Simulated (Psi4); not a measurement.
**CH3InN− (SMILES [H][In-]([H])([H])[C]#N) at wB97X-D/def2-TZVPD (density fitting, core potential, sweep point 4)**

Aim: the vertical electron affinity of CH3InN− at wB97X-D/def2-TZVPD (density fitting, core potential, sweep point 4), from 2 runs. 

Program for the calculation: Psi4 1.11.

## Step 1: The molecule

CH3InN−: 6 atoms, total charge -1, spin state singlet. As SMILES, `[H][In-]([H])([H])[C]#N`. Geometry: a GFN1-xTB relaxation, a rough one for these elements and not checked as a minimum.

Bond lengths: In1–C2 2.222 Å, C2–N3 1.159 Å, In1–H4 1.740 Å, In1–H5 1.741 Å, In1–H6 1.740 Å. Angles: In1–C2–N3 179.4°, C2–In1–H4 105.4°, C2–In1–H5 105.6°, C2–In1–H6 105.4°, H4–In1–H5 113.3°, H4–In1–H6 113.2°, H5–In1–H6 113.0°.

## Step 2: A single-point energy at wB97X-D/def2-TZVPD (density fitting, core potential, sweep point 4)

Input file input.inp:

```
memory 1.6 GB

molecule {
  -1 1
  In    -0.009600    -0.004360    -0.701830
  C      0.018130     0.016100     1.519490
  N      0.040890     0.017280     2.678670
  H      1.661990    -0.004740    -1.184060
  H     -0.861380     1.439180    -1.171740
  H     -0.850030    -1.463460    -1.140530
  units angstrom
  symmetry c1
}

set puream true
set scf_type df
set dft_radial_points 99
set dft_spherical_points 590

e_tot, wfn = energy('wb97x-d/def2-TZVPD', return_wfn=True)
print_variables()
```

On the command line:

```console
$ psi4 input.inp input.out -n 1
```

input.out:

```text
[...]
    !!!  WARNING: ECP capability is in beta. Please check occupations closely.  !!!
[...]
  Running in c1 symmetry.
[...]
  Nuclear repulsion =   97.552920354073265
[...]
  Multiplicity = 1
[...]
  Nalpha       = 19
  Nbeta        = 19
[...]
    Number of basis functions: 157
[...]
   @DF-RKS iter   1:  -284.66209068565428   -1.62633e+00   4.28031e-03 ADIIS/DIIS
[...]
   @DF-RKS iter   8:  -284.89102327367374   -1.35457e-07   7.51454e-07 DIIS
[...]
    Orbital Energies [Eh]
    ---------------------
    Doubly Occupied:
       1A    -14.245568     2A    -10.119177     3A     -4.582557
       4A     -2.981110     5A     -2.978247     6A     -2.978232
       7A     -0.812917     8A     -0.662277     9A     -0.658533
      10A     -0.658510    11A     -0.651734    12A     -0.651717
      13A     -0.392876    14A     -0.305477    15A     -0.249049
      16A     -0.249035    17A     -0.229044    18A     -0.185615
      19A     -0.185328
[...]
  @DF-RKS Final Energy:  -284.89102327367374
   => Energetics <=
    Nuclear Repulsion Energy =             97.5529203540732652
    One-Electron Energy =                -663.5213463750226310
    Two-Electron Energy =                 301.8060223932740769
    DFT Exchange-Correlation Energy =     -20.7272851945958223
    Empirical Dispersion Energy =          -0.0013344514026728
    VV10 Nonlocal Energy =                  0.0000000000000000
    Total Energy =                       -284.8910232736737385
[...]
 Multipole Moments:
 ------------------------------------------------------------------------------------
     Multipole            Electronic (a.u.)      Nuclear  (a.u.)        Total (a.u.)
 ------------------------------------------------------------------------------------
 L = 1.  Multiply by 2.5417464519 to convert [e a0] to [Debye]
 Dipole X            :         -0.4676353            0.4483160           -0.0193192
 Dipole Y            :         -0.2359508            0.2294423           -0.0065086
 Dipole Z            :        -33.4148894           32.0111657           -1.4037238
 Magnitude           :                                                    1.4038718
[...]
```

It took 14 s on 1 thread of Intel Xeon 6975P-C (Granite Rapids), shared host; peak memory 1.1 GiB.

## Step 3: Doublet [CH3InN]2− at the same level

Input file ch3inn.in:

```
memory 1600 MB

molecule {
  -2 2
  In    -0.009600    -0.004360    -0.701830
  C      0.018130     0.016100     1.519490
  N      0.040890     0.017280     2.678670
  H      1.661990    -0.004740    -1.184060
  H     -0.861380     1.439180    -1.171740
  H     -0.850030    -1.463460    -1.140530
  symmetry c1
}

set reference uks
set puream true
set scf_type df
set dft_radial_points 99
set dft_spherical_points 590
set maxiter 150

e_tot, wfn = energy("wb97x-d/def2-TZVPD", return_wfn=True)
```

On the command line:

```console
$ psi4 ch3inn.in ch3inn.out -n 1
```

ch3inn.out:

```text
[...]
    !!!  WARNING: ECP capability is in beta. Please check occupations closely.  !!!
[...]
  Running in c1 symmetry.
[...]
  Nuclear repulsion =   97.552920354073265
[...]
  Multiplicity = 2
[...]
  Nalpha       = 20
  Nbeta        = 19
[...]
    Number of basis functions: 157
[...]
   @DF-UKS iter   1:  -284.13200237243302   -1.09624e+00   5.79741e-03 ADIIS/DIIS
[...]
   @DF-UKS iter  12:  -284.74907209487873   -2.38563e-07   4.55287e-07 DIIS
[...]
   @S^2 Observed:                7.504515327E-01
[...]
    Orbital Energies [Eh]
    ---------------------
    Alpha Occupied:
       1A    -14.144629     2A    -10.018475     3A     -4.470166
       4A     -2.868864     5A     -2.865721     6A     -2.865706
       7A     -0.712661     8A     -0.550334     9A     -0.546123
      10A     -0.546099    11A     -0.539384    12A     -0.539366
      13A     -0.286277    14A     -0.202599    15A     -0.148491
      16A     -0.148481    17A     -0.123836    18A     -0.073824
      19A     -0.073532    20A      0.140272
    Alpha Virtual:
      21A      0.278918    22A      0.293415    23A      0.293466
      24A      0.299900    25A      0.299965    26A      0.305403
[...]
  @DF-UKS Final Energy:  -284.74907209487873
   => Energetics <=
    Nuclear Repulsion Energy =             97.5529203540732652
    One-Electron Energy =                -667.4815093488086859
    Two-Electron Energy =                 305.9180155544755166
    DFT Exchange-Correlation Energy =     -20.7371642032162242
    Empirical Dispersion Energy =          -0.0013344514026728
    VV10 Nonlocal Energy =                  0.0000000000000000
    Total Energy =                       -284.7490720948787271
[...]
 Multipole Moments:
 ------------------------------------------------------------------------------------
     Multipole            Electronic (a.u.)      Nuclear  (a.u.)        Total (a.u.)
 ------------------------------------------------------------------------------------
 L = 1.  Multiply by 2.5417464519 to convert [e a0] to [Debye]
 Dipole X            :         -0.4383993            0.4483160            0.0099168
 Dipole Y            :         -0.2230248            0.2294423            0.0064175
 Dipole Z            :        -31.2472305           32.0111657            0.7639352
 Magnitude           :                                                    0.7640265
[...]
```

It took 26 s on 1 thread of Intel Xeon 6975P-C (Granite Rapids), shared host; peak memory 1.1 GiB.

## Step 4: Outcome

At wB97X-D/def2-TZVPD (density fitting, core potential, sweep point 4):

| quantity | value |
| --- | --- |
| singlet CH3InN−: total energy | -284.89102 Eh |
| singlet CH3InN−: HOMO energy | -5.04 eV |
| singlet CH3InN−: LUMO energy | 4.08 eV |
| singlet CH3InN−: HOMO–LUMO gap (to an unbound level, set by the basis) | 9.12 eV |
| singlet CH3InN−: dispersion energy | -3.50 kJ/mol |
| doublet [CH3InN]2−: total energy | -284.74907 Eh |
| doublet [CH3InN]2−: HOMO energy (highest over α and β) | 3.82 eV |
| doublet [CH3InN]2−: LUMO energy (lowest over α and β) | 7.59 eV |
| doublet [CH3InN]2−: dispersion energy | -3.50 kJ/mol |
| doublet [CH3InN]2−: ⟨S²⟩ | 0.750 |
| vertical electron affinity (to the doublet dianion) | -3.863 eV |

In words: The dianion lies 3.86 eV (89 kcal/mol) above the anion: the electron isn't bound at this level, and such a value depends on the basis. The HOMO (doublet [CH3InN]2−) lies at positive energy, 3.82 eV; only total energies tell whether the electron is bound.
